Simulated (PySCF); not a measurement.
# Towards the basis-set limit for WH

An exercise on one series of results from a longer session: the logs are not shown, and one member is left open.

Program: PySCF 2.14.0. Level of theory: CCSD(T) on ROHF, scalar-relativistic core potentials. These are calculated values, not measurements.

The first run:

- molecule: WH
- state: sextet, unpaired electrons σ ↑, π ↑↑, δ ↑↑
- smaller basis: H cc-pVTZ, W cc-pVTZ-PP with ECP60
- larger basis: H cc-pVQZ, W cc-pVQZ-PP with ECP60
- frozen core orbitals: 4
- extrapolation: correlation as n⁻³ (n = 3, 4), Hartree–Fock as (n+1)·exp(−9√n)
- corrections: core–valence correlation
- distances (Å): 1.5135, 1.5823, 1.6511, 1.7199, 1.7887, 1.8747, 1.9607
- masses (u): 1.0078, 183.9509
- dissociation limit: H + W

Launch:

```
> OMP_NUM_THREADS=4 python comp.py task.json out
```

One of the session's tables, all rows but one given; the rest of the session is left out.

```
               level  Re (Å)  ωe (cm⁻¹)  ωexe (cm⁻¹)  αe (cm⁻¹)  De (eV)
CCSD(T)/cc-pVTZ(-PP)       ?          ?            ?          ?        ?
CCSD(T)/cc-pVQZ(-PP)  1.7165     1908.5         31.3      0.144    3.186
              HF/CBS  1.7474     1851.8         26.6      0.131    2.921
             MP2/CBS  1.6957     1983.3         28.3      0.135    3.118
            CCSD/CBS  1.7164     1911.6         30.3      0.142    3.269
         CCSD(T)/CBS  1.7150     1910.4         31.2      0.145    3.207
      CCSD(T)/CBS+CV  1.7062     1928.6         31.7      0.147    3.192
```

**Question.** Estimate the row for CCSD(T)/cc-pVTZ(-PP).

The run gave: Re (Å): 1.7218; ωe (cm⁻¹): 1888.2; ωexe (cm⁻¹): 27.9; αe (cm⁻¹): 0.133; De (eV): 3.140. In the column «Re (Å)» it lies between CCSD(T)/cc-pVQZ(-PP) (1.7165) and HF/CBS (1.7474).

What this shows: The last step gives Re = 1.7062 Å, ωe = 1928.6 cm⁻¹ and De = 3.192 eV; the smaller basis alone is off from it by +15.6 mÅ and -0.05 eV. Near the minimum the mean field binds by 2.92 eV and correlation adds 0.29 eV of binding. T1 is 0.042. Spin–orbit coupling and excitations beyond (T) are left out.
